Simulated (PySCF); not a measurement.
# C3H9B (trimethylborane): the cost of one run

The runs use PySCF 2.14.0, with density-fitted response routines of our own; the level of theory stands in each step. All values are computed, except where a source is named. Atoms are numbered from 0 throughout.

**1. Starting geometry**

13 atoms, charge 0, multiplicity 1; geometry from: GFN2-xTB. The atoms were then displaced at random by about 0.01 Å, so the start is not that level's minimum.

Bonds of the start (Å): C0–B1 1.55, B1–C2 1.56, B1–C3 1.55, C0–H4 1.09, C0–H5 1.09, C0–H6 1.10, C2–H7 1.10, C2–H8 1.09, C2–H9 1.09, C3–H10 1.13, C3–H11 1.09, C3–H12 1.06.

**2. Geometry optimisation at PBE0-D3(BJ)/def2-SVP**

What the job is given:

```
{"job": {"xc": "PBE0", "basis": "def2-SVP", "d3": "d3bj", "grid": 1, "shake": 0.01, "kind": "geom"}, "charge": 0, "multiplicity": 1}
C     -0.452480     1.481100    -0.045540
B      0.003410     0.000040    -0.022350
C      1.523300    -0.347670     0.072490
C     -1.026330    -1.153890    -0.060140
H     -0.892310     1.760860     0.913320
H      0.311320     2.229860    -0.264020
H     -1.266600     1.664370    -0.766600
H      1.845900    -0.313600     1.128550
H      2.185530     0.374870    -0.407210
H      1.786000    -1.343640    -0.271210
H     -2.055670    -0.857400     0.295240
H     -1.171930    -1.487310    -1.082600
H     -0.784310    -2.024480     0.499750
```

Launch:

```
OMP_NUM_THREADS=1 python probes_run.py task.json out
```

One launch serves the whole session: the jobs run in the order shown.

**Question.** How long does this first job take on 1 thread of Intel Xeon 6975P-C, shared host, and how much memory does it need?

About 13 s, with a peak of 0.41 GiB.
